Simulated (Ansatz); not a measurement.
# CaGe2Au2: one run, from forces to fields

Aim: for CaGe2Au2, a database entry, slightly rescaled, find whether it is a metal or has a gap, how the charge is shared and how far the cell is from equilibrium. The atoms and the cell stay fixed.

Program: Ansatz 0.2.0. Level of theory: DFT, r2SCAN, no spin polarisation, plane waves, PAW. These are calculated values, not measurements.

### Step 1. Geometry

Symmetry: I4/mmm, No. 139, tetragonal system. Conventional cell: a = 4.437 Å, b = 4.437 Å, c = 10.245 Å, α = 90.00°, β = 90.00°, γ = 90.00°. Ca (site symmetry 4/mmm) has 8 Ge at 3.37 Å and 8 Au at 3.39 Å as nearest neighbours. Au (site symmetry -4m2) is surrounded by 4 Ge at 2.58 Å. Ge (site symmetry 4mm) is surrounded by 1 Ge at 2.48 Å and 4 Au at 2.58 Å.

The coordinates stand in the input below.

The run starts from a saved solution of this cell (checkpoint.read), perhaps found on another mesh.

### Step 2. Self-consistent run

File input.yaml:

```yaml
crystal:
  lattice:
    - [0.0, 4.436692, 0.0]
    - [4.436692, 0.0, 0.0]
    - [2.218346, 2.218346, -5.122727]
  atoms:
    - { symbol: Ca, position: [0.0, 0.0, 0.0] }
    - { symbol: Au, position: [0.75, 0.25, 0.5] }
    - { symbol: Au, position: [0.25, 0.75, 0.5] }
    - { symbol: Ge, position: [0.379, 0.379, 0.242] }
    - { symbol: Ge, position: [0.621, 0.621, 0.758] }
  symmetry: { tolerance: 0.0003 }
kpoints:
  mp_grid: { grid: [8, 8, 8], shift: [0, 0, 0] }
  band_path:
    path:
      - [0.0, 0.0, 0.0]
      - [0.5, 0.5, 0.5]
      - [0.5, 0.5, 0.25]
      - [0.0, 0.5, 0.0]
      - [0.0, 0.0, 0.0]
      - [0.0, 0.0, -0.5]
      - [0.0, 0.40623815, -0.29688092]
      - [0.0, 0.59376185, 0.29688092]
      - [0.0, 0.0, 0.0]
      - [0.5, 0.5, 0.5]
      - [0.40623815, 0.59376185, 0.5]
    npoints: 6
magnetization:
  spin_polarized: false
scf:
  occupations: { method: fermi_dirac }
  lower_state_search: "off"
  max_iter: 200
hamiltonian:
  pseudopotentials: { kind: paw }
  xc: r2scan
basis:
  ecutwfc: 500
  fft_grid_basis: typed
output:
  forces: true
  stress: true
  eigenvalues: true
  bader: true
  populations: true
  elf: true
  write_potential: true
  volumetric_format: npy
  dos:
    e_range: [-12, 8]
    de: 0.05
    projected: { site_lists: { Au: [Au], Ca: [Ca], Ge: [Ge] } }
checkpoint:
  read: saved_state
```

Q: Predict the outcome of this session. Wanted: largest force; pressure; character; Bader charges.

As calculated:

| quantity | value |
| --- | --- |
| largest force | 0.542 eV/Å on Ge |
| pressure | 1.8 GPa |
| formation energy (elements from separate runs) | -0.45 eV/atom |
| character | metal |
| density of states, mean within 0.25 eV of the Fermi level | 1.5 per eV per cell |
| Bader charges | Ca +1.46, Au -0.72, Ge -0.01 e |

Bands cross the Fermi level: a metal; within 0.25 eV of the Fermi level the density of states averages 1.5 per eV per cell, mostly Ge p (54 %) and Au d (14 %). By Bader's partition Ca gives up most (+1.46 e) and Au takes most (-0.72 e). The atoms are not at rest: the largest force, 0.54 eV/Å, acts on Ge. At 1.8 GPa the cell is compressed and would expand, and unequal principal stresses would change its shape.
